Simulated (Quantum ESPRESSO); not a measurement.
# CoSi2 (Fm-3m) in Quantum ESPRESSO: single point with PBE

Aim: the single point of CoSi2 with PBE.

All numbers are computed with Quantum ESPRESSO 7.5; they aren't measurements. Logs are shortened: lines on timing, memory, paths and dates and some standing lists are left out, and cuts for length are marked.

## Step 1: The crystal as given

The structure is cubic, space group Fm-3m (No. 225). The conventional cell has a = 5.344 Å, b = 5.344 Å, c = 5.344 Å, α = 90.00°, β = 90.00°, γ = 90.00°. Around Co (site symmetry m-3m) lie 8 Si at 2.31 Å. Si (site symmetry -43m) is surrounded by 4 Co at 2.31 Å.

The cell was built by a generator and needn't be a form met in nature.

## Step 2: Single point, PBE

pw.in

```
&CONTROL
  calculation = 'scf'
  prefix = 'pwscf'
  outdir = './tmp'
  pseudo_dir = './pseudo'
  tprnfor = .true.
  tstress = .true.
  disk_io = 'nowf'
/
&SYSTEM
  ibrav = 0
  nat = 3
  ntyp = 2
  ecutwfc = 56
  ecutrho = 448
  nbnd = 19
  occupations = 'smearing'
  smearing = 'mp'
  degauss = 0.00734986
/
&ELECTRONS
  conv_thr = 6d-10
  electron_maxstep = 120
  mixing_beta = 0.5
/
ATOMIC_SPECIES
Co    58.9332 co_pbe_v1.2.uspp.F.UPF
Si    28.0850 si_pbe_v1.uspp.F.UPF
CELL_PARAMETERS angstrom
   0.0000000000    2.6717807300    2.6717807300
   2.6717807300    0.0000000000    2.6717807300
   2.6717807300    2.6717807300    0.0000000000
ATOMIC_POSITIONS crystal
Co     0.0000000000    0.0000000000    0.0000000000
Si     0.2500000000    0.2500000000    0.2500000000
Si     0.7500000000    0.7500000000    0.7500000000
K_POINTS automatic
16 16 16 0 0 0
```

Potentials or basis: GBRV 1.5 PBE.

On the command line:

```sh
> OMP_NUM_THREADS=1 pw.x -in pw.in > pw.out
```

pw.out:

```text
This program is part of the open-source Quantum ESPRESSO suite
     for quantum simulation of materials; please cite
         "P. Giannozzi et al., J. Phys.:Condens. Matter 21 395502 (2009);
         "P. Giannozzi et al., J. Phys.:Condens. Matter 29 465901 (2017);
         "P. Giannozzi et al., J. Chem. Phys. 152 154105 (2020);
     in publications or presentations arising from this work. More details at

     Message from routine setup:
     using ibrav=0 with symmetry is DISCOURAGED, use correct ibrav instead

     G-vector sticks info
     --------------------
     sticks:   dense  smooth     PW     G-vecs:    dense   smooth      PW
     Sum        1573     769    241                41151    14361    2445

     Using Slab Decomposition

     bravais-lattice index     =            0
     lattice parameter (alat)  =       7.1403  a.u.
     unit-cell volume          =     257.4121 (a.u.)^3
     number of atoms/cell      =            3
     number of atomic types    =            2
     number of electrons       =        25.00
     number of Kohn-Sham states=           19
     kinetic-energy cutoff     =      56.0000  Ry
     charge density cutoff     =     448.0000  Ry
     scf convergence threshold =      6.0E-10
     mixing beta               =       0.5000
     number of iterations used =            8  plain     mixing
     Exchange-correlation= SLA  PW   PBE  PBE
                           (   1   4   3   4   0   0   0)

     celldm(1)=   7.140271  celldm(2)=   0.000000  celldm(3)=   0.000000
     celldm(4)=   0.000000  celldm(5)=   0.000000  celldm(6)=   0.000000

     crystal axes: (cart. coord. in units of alat)
               a(1) = (   0.000000   0.707107   0.707107 )
               a(2) = (   0.707107   0.000000   0.707107 )
               a(3) = (   0.707107   0.707107   0.000000 )

     reciprocal axes: (cart. coord. in units 2 pi/alat)
               b(1) = ( -0.707107  0.707107  0.707107 )
               b(2) = (  0.707107 -0.707107  0.707107 )
               b(3) = (  0.707107  0.707107 -0.707107 )

     PseudoPot. # 1 for Co read from file:
     co_pbe_v1.2.uspp.F.UPF
     Pseudo is Ultrasoft + core correction, Zval = 17.0
     Generated by new atomic code, or converted to UPF format
     Using radial grid of  863 points,  6 beta functions with:
                l(1) =   0
                l(2) =   0
                l(3) =   1
                l(4) =   1
                l(5) =   2
                l(6) =   2
     Q(r) pseudized with  8 coefficients,  rinner =    1.200   1.200   1.200
                                                       1.200   1.200

     PseudoPot. # 2 for Si read from file:
     si_pbe_v1.uspp.F.UPF
     Pseudo is Ultrasoft + core correction, Zval =  4.0
     Generated by new atomic code, or converted to UPF format
     Using radial grid of  899 points,  6 beta functions with:
                l(1) =   0
                l(2) =   0
                l(3) =   1
                l(4) =   1
                l(5) =   2
                l(6) =   2
     Q(r) pseudized with  8 coefficients,  rinner =    0.900   0.900   0.900
                                                       0.900   0.900

     atomic species   valence    mass     pseudopotential
     Co               17.00    58.93320     Co( 1.00)
     Si                4.00    28.08500     Si( 1.00)

     48 Sym. Ops., with inversion, found

   Cartesian axes

     site n.     atom                  positions (alat units)
         1        Co     tau(   1) = (   0.0000000   0.0000000   0.0000000  )
         2        Si     tau(   2) = (   0.3535534   0.3535534   0.3535534  )
         3        Si     tau(   3) = (   1.0606602   1.0606602   1.0606602  )

     number of k points=   145  Methfessel-Paxton smearing, width (Ry)=  0.0073

     Number of k-points >= 100: set verbosity='high' to print them.

     Dense  grid:    41151 G-vectors     FFT dimensions: (  50,  50,  50)

     Smooth grid:    14361 G-vectors     FFT dimensions: (  36,  36,  36)

     Check: negative core charge=   -0.000010

     Initial potential from superposition of free atoms

     starting charge      23.9987, renormalised to      25.0000
     Starting wfcs are   21 randomized atomic wfcs

     Self-consistent Calculation

     iteration #  1     ecut=    56.00 Ry     beta= 0.50
     Davidson diagonalization with overlap
     ethr =  1.00E-02,  avg # of iterations =  4.2

     total energy              =    -308.05796914 Ry
     estimated scf accuracy    <      16.08466641 Ry

     iteration #  2     ecut=    56.00 Ry     beta= 0.50
     Davidson diagonalization with overlap
     ethr =  1.00E-02,  avg # of iterations =  3.0

     total energy              =    -317.07606316 Ry
     estimated scf accuracy    <      33.37351660 Ry

     iteration #  3     ecut=    56.00 Ry     beta= 0.50
     Davidson diagonalization with overlap
     ethr =  1.00E-02,  avg # of iterations =  2.0

     total energy              =    -317.72764498 Ry
     estimated scf accuracy    <       6.92339854 Ry

     iteration #  4     ecut=    56.00 Ry     beta= 0.50
     Davidson diagonalization with overlap
     ethr =  1.00E-02,  avg # of iterations =  1.5

     total energy              =    -317.95526858 Ry
     estimated scf accuracy    <       1.56182975 Ry

     iteration #  5     ecut=    56.00 Ry     beta= 0.50
     Davidson diagonalization with overlap
     ethr =  6.25E-03,  avg # of iterations =  1.0

     total energy              =    -317.55441503 Ry
     estimated scf accuracy    <       0.99071348 Ry

     iteration #  6     ecut=    56.00 Ry     beta= 0.50
     Davidson diagonalization with overlap
     ethr =  3.96E-03,  avg # of iterations =  1.8

     total energy              =    -317.83947933 Ry
     estimated scf accuracy    <       0.67941056 Ry

     iteration #  7     ecut=    56.00 Ry     beta= 0.50
     Davidson diagonalization with overlap
     ethr =  2.72E-03,  avg # of iterations =  1.0

     total energy              =    -317.81384239 Ry
     estimated scf accuracy    <       0.59120261 Ry

     iteration #  8     ecut=    56.00 Ry     beta= 0.50
     Davidson diagonalization with overlap
     ethr =  2.36E-03,  avg # of iterations =  1.0

     total energy              =    -317.77859188 Ry
     estimated scf accuracy    <       0.34950307 Ry

     iteration #  9     ecut=    56.00 Ry     beta= 0.50
     Davidson diagonalization with overlap
     ethr =  1.40E-03,  avg # of iterations =  1.1

     total energy              =    -317.77582316 Ry
     estimated scf accuracy    <       0.06217777 Ry

     iteration # 10     ecut=    56.00 Ry     beta= 0.50
     Davidson diagonalization with overlap
     ethr =  2.49E-04,  avg # of iterations =  1.6

     total energy              =    -317.78290561 Ry
     estimated scf accuracy    <       0.00138417 Ry

     iteration # 11     ecut=    56.00 Ry     beta= 0.50
     Davidson diagonalization with overlap
     ethr =  5.54E-06,  avg # of iterations =  3.3

     total energy              =    -317.78304850 Ry
     estimated scf accuracy    <       0.00069870 Ry

     iteration # 12     ecut=    56.00 Ry     beta= 0.50
     Davidson diagonalization with overlap
     ethr =  2.79E-06,  avg # of iterations =  1.1

     total energy              =    -317.78285443 Ry
     estimated scf accuracy    <       0.00113389 Ry

     iteration # 13     ecut=    56.00 Ry     beta= 0.50
     Davidson diagonalization with overlap
     ethr =  2.79E-06,  avg # of iterations =  1.1

     total energy              =    -317.78292965 Ry
     estimated scf accuracy    <       0.00002036 Ry

     iteration # 14     ecut=    56.00 Ry     beta= 0.50
     Davidson diagonalization with overlap
     ethr =  8.14E-08,  avg # of iterations =  2.2

     total energy              =    -317.78293130 Ry
     estimated scf accuracy    <       0.00000351 Ry

     iteration # 15     ecut=    56.00 Ry     beta= 0.50
     Davidson diagonalization with overlap
     ethr =  1.41E-08,  avg # of iterations =  2.1

     total energy              =    -317.78293158 Ry
     estimated scf accuracy    <       0.00000030 Ry

     iteration # 16     ecut=    56.00 Ry     beta= 0.50
     Davidson diagonalization with overlap
     ethr =  1.19E-09,  avg # of iterations =  3.7

     total energy              =    -317.78293168 Ry
     estimated scf accuracy    <       0.00000006 Ry

     iteration # 17     ecut=    56.00 Ry     beta= 0.50
     Davidson diagonalization with overlap
     ethr =  2.44E-10,  avg # of iterations =  1.8

     total energy              =    -317.78293169 Ry
     estimated scf accuracy    <          4.5E-09 Ry

     iteration # 18     ecut=    56.00 Ry     beta= 0.50
     Davidson diagonalization with overlap
     ethr =  1.80E-11,  avg # of iterations =  2.9

     total energy              =    -317.78293169 Ry
     estimated scf accuracy    <          6.9E-10 Ry

     iteration # 19     ecut=    56.00 Ry     beta= 0.50
     Davidson diagonalization with overlap
     ethr =  2.77E-12,  avg # of iterations =  2.5

     End of self-consistent calculation

     Number of k-points >= 100: set verbosity='high' to print the bands.

     the Fermi energy is    12.8815 ev

!    total energy              =    -317.78293169 Ry
     estimated scf accuracy    <          4.9E-11 Ry
     smearing contrib. (-TS)   =      -0.00002809 Ry
     internal energy E=F+TS    =    -317.78290359 Ry

     The total energy is F=E-TS. E is the sum of the following terms:
     one-electron contribution =    -237.20311867 Ry
     hartree contribution      =     131.81079672 Ry
     xc contribution           =     -41.58830783 Ry
     ewald contribution        =    -170.80227381 Ry

     convergence has been achieved in  19 iterations

     Forces acting on atoms (cartesian axes, Ry/au):

     atom    1 type  1   force =     0.00000000    0.00000000   -0.00000000
     atom    2 type  2   force =    -0.00000000   -0.00000000    0.00000000
     atom    3 type  2   force =     0.00000000    0.00000000   -0.00000000

     Total force =     0.000000     Total SCF correction =     0.000000

     Computing stress (Cartesian axis) and pressure

          total   stress  (Ry/bohr**3)                   (kbar)     P=       15.13
   0.00010288  -0.00000000  -0.00000000           15.13       -0.00       -0.00
  -0.00000000   0.00010288  -0.00000000           -0.00       15.13       -0.00
  -0.00000000  -0.00000000   0.00010288           -0.00       -0.00       15.13

=------------------------------------------------------------------------------=
   JOB DONE.
=------------------------------------------------------------------------------=
```

It took 2.9 min on 1 thread of Arm Neoverse V1, shared host; peak memory 0.25 GiB.

Results:

* Free energy: -4323.6570 eV
* Pressure: 1.5 GPa
* Band gap on the k mesh: none (metal or under the smearing width)

Levels at points of the mesh, in eV from the Fermi level:
| k point | band 11 | band 12 | band 13 | band 14 | band 15 | band 16 |
| --- | --- | --- | --- | --- | --- | --- |
| (0.00, 0.00, 0.00) | 0.84 | 3.45 | 3.45 | 3.45 | 3.49 | 3.49 |
| (0.00, 0.00, -0.50) | -1.62 | -0.47 | -0.47 | 2.73 | 3.48 | 3.48 |
| (0.00, -0.50, -0.50) | -1.94 | -1.92 | -1.33 | 1.66 | 2.96 | 8.57 |

Spin polarisation is off, so any magnetic state and its effect on volume and gap are missing.
